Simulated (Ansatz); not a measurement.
# GeN₂+ (quartet): from Hartree-Fock to the top rungs, cc-pVDZ

An exercise on one series of results from a longer session: the logs are not shown, and one member is left open.

Program: Ansatz 0.2.0, Gaussian basis. Level of theory: cc-pVDZ, core rule «outside noble gas», up to 16 orbitals frozen. These are calculated values, not measurements.

The runs, in order: UHF; CCSD(T) on ROHF; CCSD(T) on UHF; BCCD(T) on ROHF; CISD; CCSDT(Q) on ROHF; CCSDT(Q) on UHF; CASSCF and MRCISD+Q, 9 electrons in 10 orbitals; CASSCF and NEVPT2, 9 electrons in 10 orbitals.

22 further runs of the same task are left out: 6 that didn't finish, 16 set aside as unsound or not needed.

### The system

The geometry is a PBE0/def2-TZVP stationary point (not a proven minimum) of the parent state, kept for this charge and spin. No spin-orbit coupling is included. The filled d shell of Ge may be among the frozen orbitals whatever the setting's name suggests; the logs give the count.

3 atoms, charge 1, spin multiplicity 4.

Atoms are counted from 1 here; the program's logs count them from 0.

Bond lengths: N1–Ge2 1.716 Å, Ge2–N3 1.716 Å. Angles: N1–Ge2–N3 180.0°.

The first run:

in.yaml reads:

```yaml
crystal:
  periodic: [false, false, false]
  atoms:
    - {symbol: N, position_ang: [0.000000, 0.000000, 1.715500]}
    - {symbol: Ge, position_ang: [0.000000, 0.000000, 0.000000]}
    - {symbol: N, position_ang: [0.000000, 0.000000, -1.715500]}
basis:
  gaussian: {orbitals: cc-pVDZ}
total_charge: 1
magnetization: {spin_polarized: true, initial_magnetization: 3}
hamiltonian: {xc: hf}
output: {orbitals: {seedname: orbitals}}
```

The run is started by

```
ansatz run in.yaml --threads 1 --pin off --events-out ev --progress --plain --max-ram 2393MiB
```

Steps of the session up to this table: UHF; CCSD(T) on ROHF; CCSD(T) on UHF; BCCD(T) on ROHF; CISD; CCSDT(Q) on ROHF; CCSDT(Q) on UHF; CASSCF and MRCISD+Q, 9 electrons in 10 orbitals; CASSCF and NEVPT2, 9 electrons in 10 orbitals.

One table of the session follows, with a row left open; its other results are not shown here.

```
          method  from RCCSDT(Q) (meV)
             UHF               +9260.0
            RMP2               +1048.9
            UMP2               +2137.7
           RCCSD                +696.5
           UCCSD                +559.4
        RCCSD(T)                +144.3
        UCCSD(T)                +151.5
         BCCD(T)                +152.1
          RCCSDT                 +92.4
          UCCSDT                 +55.9
       RCCSDT(Q)                     0
       UCCSDT(Q)                 -13.0
  CASSCF valence               +6485.9
  NEVPT2 valence               +1085.5
  MRCISD valence                +524.1
MRCISD+Q valence                     ?
```

Estimate the missing values for MRCISD+Q valence.

**Answer.** from RCCSDT(Q) (meV): +41.0. In the column «from RCCSDT(Q) (meV)» it lies between RCCSDT(Q) (0) and UCCSDT (+55.9).

Not comparable, so not listed: CISD (they don't share determinant, frozen orbitals or solution with the rows shown, or repeat one).

Limits of these values: The determinant is far from a pure spin state, so its energy mixes those of several spin states (harmless only where they are near-degenerate, as at dissociation). The report flags that the cluster equations may have other roots. Left out of the table: ROHF (another determinant or state than the rows shown). The program flags RCCSD(T), BCCD(T), RCCSDT(Q) as in doubt, so the zero of the table is itself unsure. Warnings: spin contamination; coupled cluster took another determinant than the lowest; large T1 diagnostic. Restricted and unrestricted rows rest on different reference determinants; where their highest levels disagree by more than a few hundredths of an eV, they describe different states and don't form one ladder.
